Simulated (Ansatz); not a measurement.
Geometry optimisation, Ansatz, DFT PBE-D3(BJ), scalar-relativistic, plane waves, PAW.

Input:

```yaml
crystal:
  lattice:
    - [9.379048, 0.0, 0.0]
    - [0.0, 10.09369, 0.0]
    - [0.0, 0.0, 17.54071]
  atoms:
    - { symbol: Li, position: [0.6666667, 0.25, 0.0570102] }
    - { symbol: Li, position: [0.3333333, 0.25, 0.0570102] }
    - { symbol: Mg, position: [0.3307282, 0.0, 0.1591094] }
    - { symbol: Mg, position: [0.0, 0.0, 0.1615221] }
    - { symbol: Mg, position: [0.6692718, 0.0, 0.1591094] }
    - { symbol: Mg, position: [0.0, 0.25, 0.0570102] }
    - { symbol: Li, position: [0.1666667, 0.25, 0.2113653] }
    - { symbol: Li, position: [0.8333333, 0.25, 0.2113653] }
    - { symbol: Mg, position: [0.8307282, 0.0, 0.3134645] }
    - { symbol: Mg, position: [0.5, 0.0, 0.3158772] }
    - { symbol: Mg, position: [0.1692718, 0.0, 0.3134645] }
    - { symbol: Mg, position: [0.5, 0.25, 0.2113653] }
    - { symbol: Li, position: [0.6666667, 0.75, 0.0570102] }
    - { symbol: Li, position: [0.3333333, 0.75, 0.0570102] }
    - { symbol: Mg, position: [0.3307282, 0.5, 0.1591094] }
    - { symbol: Mg, position: [0.0, 0.5, 0.1615221] }
    - { symbol: Mg, position: [0.6692718, 0.5, 0.1591094] }
    - { symbol: Mg, position: [0.0, 0.75, 0.0570102] }
    - { symbol: Li, position: [0.1666667, 0.75, 0.2113653] }
    - { symbol: Li, position: [0.8333333, 0.75, 0.2113653] }
    - { symbol: Mg, position: [0.8307282, 0.5, 0.3134645] }
    - { symbol: Mg, position: [0.5, 0.5, 0.3158772] }
    - { symbol: Mg, position: [0.1692718, 0.5, 0.3134645] }
    - { symbol: Mg, position: [0.5, 0.75, 0.2113653] }
    - { symbol: C, position: [0.3415585, 0.2527363, 0.431608] }
    - { symbol: O, position: [0.4540695, 0.2026725, 0.437309] }
    - { symbol: O, position: [0.2290475, 0.3028, 0.437309] }
basis:
  ecutwfc: 420.0
kpoints:
  mp_grid: { grid: [2, 2, 1] }
hamiltonian:
  xc: pbe
  dispersion: d3bj
scf:
  occupations: { method: fermi_dirac, width: 0.1 }
  lower_state_search: "off"
relax:
  f_tol: 0.03
  max_steps: 60
  adjacent_minimum: "off"
  constraints: [{ sites: [0, 1, 5, 12, 13, 17] }]
```

Run as:

```bash
$ ansatz run input.yaml --threads 4 --pin off --max-ram 10240MiB --backend cpu --events-out ev --progress --plain --runs-dir out
```

Q: Where does it end, and by what steps?

A: It converged. The force dipped under the threshold on the way, but the program's further checks kept it going. Limits of this set-up: coarse k mesh, thin slab, slab without dipole correction. After 44 steps the energy has fallen by 2.504 eV; Mg9 moved furthest, 2.00 Å. Parted: Mg5–Mg12 (3.12 → 4.41 Å), Mg5–Mg24 (3.12 → 4.43 Å), Mg12–Mg17 (3.12 → 4.41 Å), Mg17–Mg24 (3.12 → 4.43 Å). Joined: Li1–Mg3 (4.42 → 3.05 Å), Li1–Mg15 (4.42 → 3.05 Å), Li2–Mg4 (4.42 → 3.02 Å), Li2–Mg16 (4.42 → 3.02 Å), Mg3–Li13 (4.42 → 3.04 Å), Mg4–Li14 (4.42 → 3.02 Å).

```csv
step,energy less start (eV),largest force component (eV/Å),accepted
0,0.0000,0.758,yes
2,-0.1475,0.691,yes
4,-0.1823,0.576,yes
6,-0.2353,0.399,yes
8,-0.3805,0.396,yes
10,-0.6523,0.405,yes
12,-0.9737,0.363,yes
14,-1.2016,0.196,yes
16,-1.3327,0.233,yes
18,-1.5371,0.190,yes
20,-1.8629,0.199,yes
22,-2.2145,0.157,yes
24,-2.4284,0.080,yes
26,-2.4467,0.751,yes
28,-2.4666,0.077,yes
30,-2.4334,1.863,no
32,-2.4828,0.390,yes
34,-2.4955,0.154,yes
36,-2.5004,0.017,yes
38,-2.5023,0.056,yes
40,-2.5030,0.012,yes
42,-2.5037,0.089,yes
44,-2.5038,0.023,yes
```

```xyz
27
Lattice="9.3790 0.0000 0.0000 0.0000 10.0937 0.0000 0.0000 0.0000 17.5407" Properties=species:S:1:pos:R:3
Li 6.253 2.523 1.000
Li 3.126 2.523 1.000
Mg 4.688 -0.004 1.678
Mg 1.597 -0.002 1.653
Mg 7.787 0.000 1.641
Mg 0.000 2.523 1.000
Li 1.600 2.523 3.525
Li 7.785 2.523 3.554
Mg 9.380 0.010 4.278
Mg 6.294 0.004 4.374
Mg 3.094 0.011 4.400
Mg 4.695 2.523 3.526
Li 6.253 7.570 1.000
Li 3.126 7.570 1.000
Mg 4.688 5.051 1.676
Mg 1.597 5.049 1.653
Mg 7.786 5.047 1.642
Mg 0.000 7.570 1.000
Li 1.599 7.570 3.561
Li 7.785 7.570 3.556
Mg 9.379 5.036 4.278
Mg 6.292 5.042 4.377
Mg 3.094 5.034 4.398
Mg 4.687 7.570 3.559
C 3.205 2.473 7.296
O 3.227 1.301 7.272
O 3.179 3.644 7.317
```

Time of the run: 4.7 min on 4 threads of Intel(R) Xeon(R) Platinum 8488C (Sapphire Rapids), on a shared host, peak memory 3.7 GiB.
